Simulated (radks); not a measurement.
**Taking charge from the 4f level of Hf²⁺ in fractions**

What happens to E and to the 4f eigenvalue of Hf²⁺ when a fraction of an electron is removed? The exact functional would give straight lines between whole numbers for a frontier level.

Program: radks (a radial shooting solver on a logarithmic mesh, Libxc functionals) version 1. Level of theory: scalar-relativistic Kohn-Sham, PBEsol, spin-polarised, spherical densities, point nucleus; open shells are filled with parallel spins first. These are calculated values, not measurements, unless marked.

### Step 1. What is computed

- element: hafnium (Z = 72)
- charge: +2
- electrons: 70
- configuration: [Xe] 4f(up 7, down 7) 5d2

In the logs a row gives level, spin channel, occupation and eigenvalue; Etot, Ekin, Encl (electron-nucleus), Eh (Hartree) and Exc are energies, all in hartree; err is the last residual, it the number of iterations.

A shell typed twice in an input gives spin up, then spin down.

### Step 2. Start: [Xe] 4f(up 7, down 7) 5d2

The run's settings:

```text
Z 72
configuration [Xe] 4f7 4f7 5d2
relativity scalar-relativistic
functional pbe_sol,pbe_sol
spin polarised
nucleus point
c 137.035999084
```

The log of the run:

```text
1s      1   1.0000       -2398.95276118
2s      1   1.0000        -410.73419795
2p      1   3.0000        -360.74054525
3s      1   1.0000         -94.00365478
3p      1   3.0000         -79.07140562
3d      1   5.0000         -61.39703485
4s      1   1.0000         -19.36797936
4p      1   3.0000         -14.46910931
4d      1   5.0000          -8.14140506
4f      1   7.0000          -1.17401110
5s      1   1.0000          -3.02795117
5p      1   3.0000          -1.87737043
5d      1   2.0000          -0.63775124
1s      2   1.0000       -2398.95296830
2s      2   1.0000        -410.73176649
2p      2   3.0000        -360.73864267
3s      2   1.0000         -94.00342817
3p      2   3.0000         -79.07108452
3d      2   5.0000         -61.39581801
4s      2   1.0000         -19.36668387
4p      2   3.0000         -14.46791910
4d      2   5.0000          -8.13977070
4f      2   7.0000          -1.16724719
5s      2   1.0000          -3.00092784
5p      2   3.0000          -1.83790500
5d      2   0.0000          -0.57853159
Etot -15072.876075968776
Ekin 16516.149511066702
Encl -37153.134289923604
Eh 5866.816343970182
Exc -302.7076410820556
err 2.7227601941453946e-09
it 16
```

5d up is the highest filled level (-17.354 eV).

Sizes of the orbitals, from the radial functions (bohr):

| level | occupation | energy (eV) | <r> | outermost maximum (interpolated) | 90 % within | nodes |
| --- | --- | --- | --- | --- | --- | --- |
| 5s up | 1 | -82.395 | 1.137 | 1.02 | 1.64 | 4 |
| 5s down | 1 | -81.659 | 1.132 | 1.01 | 1.63 | 4 |
| 5p up | 3 | -51.086 | 1.343 | 1.16 | 1.97 | 3 |
| 5p down | 3 | -50.012 | 1.332 | 1.16 | 1.95 | 3 |
| 4f up | 7 | -31.946 | 0.6790 | 0.454 | 1.15 | 0 |
| 4f down | 7 | -31.762 | 0.6738 | 0.454 | 1.14 | 0 |
| 5d up | 2 | -17.354 | 2.097 | 1.65 | 3.25 | 2 |
| 5d down | 0 | -15.743 | 2.093 | 1.62 | 3.26 | 2 |

The radial density on a logarithmic grid:

| r (bohr) | 4πr²ρ (e/bohr) |
| --- | --- |
| 0.000803 | 4.844 |
| 0.00125 | 9.598 |
| 0.00194 | 18.35 |
| 0.00301 | 33.19 |
| 0.00471 | 55.58 |
| 0.00731 | 80.79 |
| 0.0113 | 97.05 |
| 0.0176 | 93.24 |
| 0.0274 | 87.72 |
| 0.0425 | 115.0 |
| 0.0660 | 128.8 |
| 0.102 | 100.8 |
| 0.159 | 119.3 |
| 0.247 | 74.76 |
| 0.383 | 67.26 |
| 0.595 | 50.70 |
| 0.924 | 19.31 |
| 1.44 | 8.926 |
| 2.23 | 1.922 |
| 3.46 | 0.2427 |

### Step 3. 0.125 electron removed from 4f

The run's settings:

```text
Z 72
configuration [Xe] 4f7 4f6.875 5d2
relativity scalar-relativistic
functional pbe_sol,pbe_sol
spin polarised
nucleus point
c 137.035999084
```

The log of the run:

```text
1s      1   1.0000       -2399.04373211
2s      1   1.0000        -410.82830536
2p      1   3.0000        -360.83421061
3s      1   1.0000         -94.10337043
3p      1   3.0000         -79.17104888
3d      1   5.0000         -61.49598954
4s      1   1.0000         -19.46632878
4p      1   3.0000         -14.56642756
4d      1   5.0000          -8.23731394
4f      1   7.0000          -1.26523403
5s      1   1.0000          -3.10238196
5p      1   3.0000          -1.94610774
5d      1   2.0000          -0.69110027
1s      2   1.0000       -2399.04393811
2s      2   1.0000        -410.82565954
2p      2   3.0000        -360.83213898
3s      2   1.0000         -94.10063028
3p      2   3.0000         -79.16820146
3d      2   5.0000         -61.49278631
4s      2   1.0000         -19.46023741
4p      2   3.0000         -14.56056157
4d      2   5.0000          -8.23109507
4f      2   6.8750          -1.25423225
5s      2   1.0000          -3.07248910
5p      2   3.0000          -1.90427162
5d      2   0.0000          -0.63080211
Etot -15072.724522637773
Ekin 16516.032040934268
Encl -37146.63914256006
Eh 5860.486179026877
Exc -302.603600038857
err 2.4430166300913114e-09
it 16
```

Energy against step 2 (start: [Xe] 4f(up 7, down 7) 5d2): +4.124 eV. Highest occupied level: 5d up at -18.806 eV.

### Step 4. 0.25 electron removed from 4f

The run's settings:

```text
Z 72
configuration [Xe] 4f7 4f6.75 5d2
relativity scalar-relativistic
functional pbe_sol,pbe_sol
spin polarised
nucleus point
c 137.035999084
```

The log of the run:

```text
1s      1   1.0000       -2399.13660635
2s      1   1.0000        -410.92438826
2p      1   3.0000        -360.92984165
3s      1   1.0000         -94.20515924
3p      1   3.0000         -79.27276286
3d      1   5.0000         -61.59700702
4s      1   1.0000         -19.56659316
4p      1   3.0000         -14.66562657
4d      1   5.0000          -8.33506361
4f      1   7.0000          -1.35827961
5s      1   1.0000          -3.17808713
5p      1   3.0000          -2.01602438
5d      1   2.0000          -0.74572158
1s      2   1.0000       -2399.13681098
2s      2   1.0000        -410.92152698
2p      2   3.0000        -360.92760007
3s      2   1.0000         -94.19987971
3p      2   3.0000         -79.26736326
3d      2   5.0000         -61.59179751
4s      2   1.0000         -19.55566673
4p      2   3.0000         -14.65504783
4d      2   5.0000          -8.32422533
4f      2   6.7500          -1.34299442
5s      2   1.0000          -3.14534594
5p      2   3.0000          -1.97185110
5d      2   0.0000          -0.68434417
Etot -15072.56198279234
Ekin 16515.904378159277
Encl -37140.00837907271
Eh 5854.039233279216
Exc -302.4972151581257
err 2.1970021106078725e-09
it 16
```

Energy against step 2 (start: [Xe] 4f(up 7, down 7) 5d2): +8.547 eV. 5d up is the highest filled level (-20.292 eV).

### Step 5. 0.375 electron removed from 4f

The run's settings:

```text
Z 72
configuration [Xe] 4f7 4f6.625 5d2
relativity scalar-relativistic
functional pbe_sol,pbe_sol
spin polarised
nucleus point
c 137.035999084
```

The log of the run:

```text
1s      1   1.0000       -2399.23131935
2s      1   1.0000        -411.02238076
2p      1   3.0000        -361.02737264
3s      1   1.0000         -94.30895368
3p      1   3.0000         -79.37648003
3d      1   5.0000         -61.70001993
4s      1   1.0000         -19.66870115
4p      1   3.0000         -14.76663485
4d      1   5.0000          -8.43458288
4f      1   7.0000          -1.45308066
5s      1   1.0000          -3.25500205
5p      1   3.0000          -2.08706245
5d      1   2.0000          -0.80156081
1s      2   1.0000       -2399.23152240
2s      2   1.0000        -411.01930291
2p      2   3.0000        -361.02496018
3s      2   1.0000         -94.30110840
3p      2   3.0000         -79.36850185
3d      2   5.0000         -61.69278386
4s      2   1.0000         -19.65289983
4p      2   3.0000         -14.75130579
4d      2   5.0000          -8.41908971
4f      2   6.6250          -1.43346575
5s      2   1.0000          -3.21943251
5p      2   3.0000          -2.04058247
5d      2   0.0000          -0.73910107
Etot -15072.388238879465
Ekin 16515.766285758982
Encl -37133.24661670912
Eh 5847.480659786215
Exc -302.3885677155429
err 2.1272643318654354e-09
it 16
```

Energy against step 2 (start: [Xe] 4f(up 7, down 7) 5d2): +13.275 eV. Highest occupied level: 5d up at -21.812 eV.

### Step 6. 0.5 electron removed from 4f

The run's settings:

```text
Z 72
configuration [Xe] 4f7 4f6.5 5d2
relativity scalar-relativistic
functional pbe_sol,pbe_sol
spin polarised
nucleus point
c 137.035999084
```

The log of the run:

```text
1s      1   1.0000       -2399.32781347
2s      1   1.0000        -411.12222397
2p      1   3.0000        -361.12674478
3s      1   1.0000         -94.41469327
3p      1   3.0000         -79.48213989
3d      1   5.0000         -61.80496802
4s      1   1.0000         -19.77258855
4p      1   3.0000         -14.86938811
4d      1   5.0000          -8.53580778
4f      1   7.0000          -1.54957708
5s      1   1.0000          -3.33306942
5p      1   3.0000          -2.15917089
5d      1   2.0000          -0.85856921
1s      2   1.0000       -2399.32801477
2s      2   1.0000        -411.11892841
2p      2   3.0000        -361.12416052
3s      2   1.0000         -94.40425536
3p      2   3.0000         -79.47155624
3d      2   5.0000         -61.79568470
4s      2   1.0000         -19.75187189
4p      2   3.0000         -14.84927061
4d      2   5.0000          -8.51562373
4f      2   6.5000          -1.52558538
5s      2   1.0000          -3.29469034
5p      2   3.0000          -2.11041187
5d      2   0.0000          -0.79502225
Etot -15072.203081371279
Ekin 16515.617533319193
Encl -37126.357975134946
Eh 5840.815093159918
Exc -302.2777327154453
err 1.956021198837769e-09
it 16
```

Energy against step 2 (start: [Xe] 4f(up 7, down 7) 5d2): +18.313 eV. 5d up is the highest filled level (-23.363 eV).

### Step 7. 0.625 electron removed from 4f

The run's settings:

```text
Z 72
configuration [Xe] 4f7 4f6.375 5d2
relativity scalar-relativistic
functional pbe_sol,pbe_sol
spin polarised
nucleus point
c 137.035999084
```

The log of the run:

```text
1s      1   1.0000       -2399.42603697
2s      1   1.0000        -411.22386498
2p      1   3.0000        -361.22790531
3s      1   1.0000         -94.52232360
3p      1   3.0000         -79.58968803
3d      1   5.0000         -61.91179708
4s      1   1.0000         -19.87819728
4p      1   3.0000         -14.97382819
4d      1   5.0000          -8.63868051
4f      1   7.0000          -1.64771480
5s      1   1.0000          -3.41223818
5p      1   3.0000          -2.23230443
5d      1   2.0000          -0.91670290
1s      2   1.0000       -2399.42623635
2s      2   1.0000        -411.22035054
2p      2   3.0000        -361.22514831
3s      2   1.0000         -94.50926570
3p      2   3.0000         -79.57647154
3d      2   5.0000         -61.90044545
4s      2   1.0000         -19.85252429
4p      2   3.0000         -14.94888363
4d      2   5.0000          -8.61376907
4f      2   6.3750          -1.61929860
5s      2   1.0000          -3.37106722
5p      2   3.0000          -2.18129149
5d      2   0.0000          -0.85206244
Etot -15072.006307943731
Ekin 16515.45790197172
Encl -37119.34615420442
Eh 5834.046723904386
Exc -302.1647796154211
err 1.7925505731631217e-09
it 16
```

E − E(step 2, start: [Xe] 4f(up 7, down 7) 5d2) = +23.668 eV. The top filled level is 5d up, -24.945 eV.

### Step 8. 0.75 electron removed from 4f

The run's settings:

```text
Z 72
configuration [Xe] 4f7 4f6.25 5d2
relativity scalar-relativistic
functional pbe_sol,pbe_sol
spin polarised
nucleus point
c 137.035999084
```

The log of the run:

```text
1s      1   1.0000       -2399.52594315
2s      1   1.0000        -411.32725603
2p      1   3.0000        -361.33080657
3s      1   1.0000         -94.63179545
3p      1   3.0000         -79.69907523
3d      1   5.0000         -62.02045807
4s      1   1.0000         -19.98547460
4p      1   3.0000         -15.07990225
4d      1   5.0000          -8.74314860
4f      1   7.0000          -1.74744501
5s      1   1.0000          -3.49246262
5p      1   3.0000          -2.30642272
5d      1   2.0000          -0.97592224
1s      2   1.0000       -2399.52614051
2s      2   1.0000        -411.32352151
2p      2   3.0000        -361.32787588
3s      2   1.0000         -94.61608972
3p      2   3.0000         -79.68319805
3d      2   5.0000         -62.00701672
4s      2   1.0000         -19.95480373
4p      2   3.0000         -15.05009153
4d      2   5.0000          -8.71347283
4f      2   6.2500          -1.71455593
5s      2   1.0000          -3.44851637
5p      2   3.0000          -2.25317867
5d      2   0.0000          -0.91018089
Etot -15071.797722765652
Ekin 16515.287179125015
Encl -37112.21448893052
Eh 5827.179359993436
Exc -302.04977295358134
err 1.6439322331032646e-09
it 16
```

Energy against step 2 (start: [Xe] 4f(up 7, down 7) 5d2): +29.343 eV. 5d up is the highest filled level (-26.556 eV).

### Step 9. 0.875 electron removed from 4f

The run's settings:

```text
Z 72
configuration [Xe] 4f7 4f6.125 5d2
relativity scalar-relativistic
functional pbe_sol,pbe_sol
spin polarised
nucleus point
c 137.035999084
```

The log of the run:

```text
1s      1   1.0000       -2399.62748973
2s      1   1.0000        -411.43235382
2p      1   3.0000        -361.43540535
3s      1   1.0000         -94.74306412
3p      1   3.0000         -79.81025676
3d      1   5.0000         -62.13090650
4s      1   1.0000         -20.09437230
4p      1   3.0000         -15.18756206
4d      1   5.0000          -8.84916421
4f      1   7.0000          -1.84872335
5s      1   1.0000          -3.57370164
5p      1   3.0000          -2.38148966
5d      1   2.0000          -1.03619129
1s      2   1.0000       -2399.62768495
2s      2   1.0000        -411.42839801
2p      2   3.0000        -361.43230002
3s      2   1.0000         -94.72468228
3p      2   3.0000         -79.79169061
3d      2   5.0000         -62.11535367
4s      2   1.0000         -20.05866153
4p      2   3.0000         -15.15284563
4d      2   5.0000          -8.81468670
4f      2   6.1250          -1.81131242
5s      2   1.0000          -3.52699566
5p      2   3.0000          -2.32603520
5d      2   0.0000          -0.96934082
Etot -15071.577135890455
Ekin 16515.105157776743
Encl -37104.96599943683
Eh 5820.216478678527
Exc -301.9327729088977
err 1.5239899481390333e-09
it 16
```

E − E(step 2, start: [Xe] 4f(up 7, down 7) 5d2) = +35.346 eV. Highest occupied level: 5d up at -28.196 eV.

### Step 10. 1 electron removed from 4f

The run's settings:

```text
Z 72
configuration [Xe] 4f7 4f6 5d2
relativity scalar-relativistic
functional pbe_sol,pbe_sol
spin polarised
nucleus point
c 137.035999084
```

The log of the run:

```text
1s      1   1.0000       -2399.73063818
2s      1   1.0000        -411.53911889
2p      1   3.0000        -361.54166233
3s      1   1.0000         -94.85608882
3p      1   3.0000         -79.92319183
3d      1   5.0000         -62.24310176
4s      1   1.0000         -20.20484621
4p      1   3.0000         -15.29676336
4d      1   5.0000          -8.95668350
4f      1   7.0000          -1.95150939
5s      1   1.0000          -3.65591812
5p      1   3.0000          -2.45747275
5d      1   2.0000          -1.09747733
1s      2   1.0000       -2399.73083118
2s      2   1.0000        -411.53494057
2p      2   3.0000        -361.53838138
3s      2   1.0000         -94.83500214
3p      2   3.0000         -79.90190797
3d      2   5.0000         -62.22541533
4s      2   1.0000         -20.16405301
4p      2   3.0000         -15.25710124
4d      2   5.0000          -8.91736642
4f      2   6.0000          -1.90952709
5s      2   1.0000          -3.60646700
5p      2   3.0000          -2.39982666
5d      2   0.0000          -1.02950883
Etot -15071.344362729855
Ekin 16514.91164017743
Encl -37097.603437035315
Eh 5813.161269918664
Exc -301.8138357906335
err 1.4422230834495322e-09
it 16
```

Energy against step 2 (start: [Xe] 4f(up 7, down 7) 5d2): +41.680 eV. 5d up is the highest filled level (-29.864 eV).

### Step 11. What came out

| removed (e) | E − E(0) (eV) | eigenvalue (eV) | E minus straight line (eV) |
| --- | --- | --- | --- |
| 0 | 0.000 | -31.762 | 0.000 |
| 0.125 | 4.124 | -34.129 | -1.086 |
| 0.25 | 8.547 | -36.545 | -1.873 |
| 0.375 | 13.275 | -39.007 | -2.355 |
| 0.5 | 18.313 | -41.513 | -2.527 |
| 0.625 | 23.668 | -44.063 | -2.382 |
| 0.75 | 29.343 | -46.655 | -1.917 |
| 0.875 | 35.346 | -49.288 | -1.124 |
| 1 | 41.680 | -51.961 | 0.000 |

Removing the whole electron costs 41.680 eV, against 31.762 eV from minus the starting eigenvalue. Slater's transition state, half an electron removed, gives 41.513 eV. The trapezoid integral of minus the eigenvalue gives 41.633 eV over the range, against 41.680 eV from the energies (Janak's theorem; approximate here, since the scalar-relativistic density holds large components alone). The eigenvalue moves by 20.2 eV per electron. E bends below the straight line by 2.53 eV at 0.5 electron removed.
